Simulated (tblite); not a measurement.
# C6H11O2P: the cost of one run

Programs: tblite 0.8.0 and PySCF 2.14.0, with density-fitted response routines of our own. Each step states its level of theory. These are calculated values for one molecule, in the gas phase or a continuum, unless marked as measured. Atoms are numbered from 0 throughout.

**1. Starting geometry**

20 atoms, charge 0, multiplicity 1; geometry from: force field or distance geometry start.

Bonds of the start (Å): C0–C1 1.48, C1–C2 1.33, C2–P3 1.79, P3–O4 1.49, P3–C5 1.81, C5–C6 1.49, C6–C7 1.50, C6–O8 1.21, C0–H9 1.10, C0–H10 1.11, C0–H11 1.10, C1–H12 1.11, C2–H13 1.09, P3–H14 1.42, C5–H15 1.13, C5–H16 1.10, C7–H17 1.11, C7–H18 1.11, C7–H19 1.10.

**2. Relaxing the molecule with GFN2-xTB**

Job settings and geometry (Å):

```
{"job": {"kind": "relax", "xc": "GFN2-xTB", "basis": "xTB"}, "charge": 0, "multiplicity": 1}
C     -3.345400     0.731000    -0.681300
C     -2.897300    -0.586600    -0.179600
C     -1.614000    -0.814800     0.098800
P     -0.344500     0.430600    -0.130000
O     -0.366400     0.990800    -1.511800
C      1.211200    -0.406200     0.266500
C      2.413100     0.347700    -0.189400
C      3.769100    -0.238400     0.086200
O      2.367400     1.412000    -0.765400
H     -4.443000     0.686200    -0.766000
H     -3.002700     1.501600     0.036000
H     -2.892700     0.908200    -1.669500
H     -3.654200    -1.375300    -0.013000
H     -1.356900    -1.806500     0.463300
H     -0.556700     1.403400     0.879600
H      1.323700    -0.530900     1.388200
H      1.234800    -1.382600    -0.248000
H      3.804400    -0.405300     1.182000
H      3.759800    -1.253600    -0.370300
H      4.585000     0.399500    -0.289100
```

Launch:

```bash
OMP_NUM_THREADS=1 python probes_run.py task.json out
```

The driver reads the jobs from task.json and runs them one after another.

Q: Estimate the wall time and peak memory of this first job on 1 thread of Arm Neoverse N1, shared host.

About 2.4 s, with a peak of 0.18 GiB.
